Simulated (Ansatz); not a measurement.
# MoS2 (MoS2 and MoS2, 2H): the cost of one run

Method: DFT LDA, scalar-relativistic, plane waves, PAW, in Ansatz 0.2.0.

### Step 1. The structure to begin with

The structure is trigonal, space group P-3m1 (No. 164). Conventional cell: a = 3.155 Å, b = 3.155 Å, c = 28.000 Å, α = 90.00°, β = 90.00°, γ = 120.00°. Mo (site symmetry 3m) is surrounded by 6 S at 2.40 Å. Around S (site symmetry 3m) lie 3 Mo at 2.40 Å.

As a file:

```cif
data_structure
_symmetry_space_group_name_H-M 'P-3m1'
_symmetry_Int_Tables_number 164
_cell_length_a 3.1550
_cell_length_b 3.1550
_cell_length_c 28.0000
_cell_angle_alpha 90.000
_cell_angle_beta 90.000
_cell_angle_gamma 120.000
_cell_volume 241.37
loop_
_atom_site_label
_atom_site_type_symbol
_atom_site_symmetry_multiplicity
_atom_site_Wyckoff_symbol
_atom_site_fract_x
_atom_site_fract_y
_atom_site_fract_z
_atom_site_occupancy
Mo1 Mo 2 d 0.33333 0.66667 0.39018 1
S1 S 2 d 0.66667 0.33333 0.44607 1
S2 S 2 d 0.66667 0.33333 0.33429 1
```

### Step 2. Relaxing the atoms: MoS2 (MoS2 and MoS2, 2H), no spin

Contents of input.yaml:

```yaml
crystal:
  lattice:
    - [3.155, 0.0, 0.0]
    - [-1.5775, 2.7323101489, 0.0]
    - [0.0, 0.0, 28.0]
  atoms:
    - { symbol: Mo, position: [0.3333333333, 0.6666666667, 0.3901785714] }
    - { symbol: S, position: [0.6666666667, 0.3333333333, 0.4460714286] }
    - { symbol: S, position: [0.6666666667, 0.3333333333, 0.3342857143] }
    - { symbol: Mo, position: [0.6666666667, 0.3333333333, 0.6098214286] }
    - { symbol: S, position: [0.3333333333, 0.6666666667, 0.6657142857] }
    - { symbol: S, position: [0.3333333333, 0.6666666667, 0.5539285714] }
scf:
  occupations: { method: fixed }
output:
  forces: true
  stress: true
  eigenvalues: true
  write_density: true
  write_potential: true
  elf: true
  volumetric_format: npy
hamiltonian:
  xc: lda
basis:
  ecutwfc: 480
kpoints:
  mp_grid: { grid: [12, 12, 1] }
relax:
  f_tol: 0.0005
  max_steps: 60
```

Run with:

```bash
> ansatz run input.yaml --threads 8 --pin off --max-ram 24576MiB --backend cpu --events-out ev --progress --plain --runs-dir out
```

Q: Estimate wall time and peak memory on 8 threads of AMD EPYC 7R43 (Zen 3), shared host.

About 12 s, with a peak of 0.89 GiB.
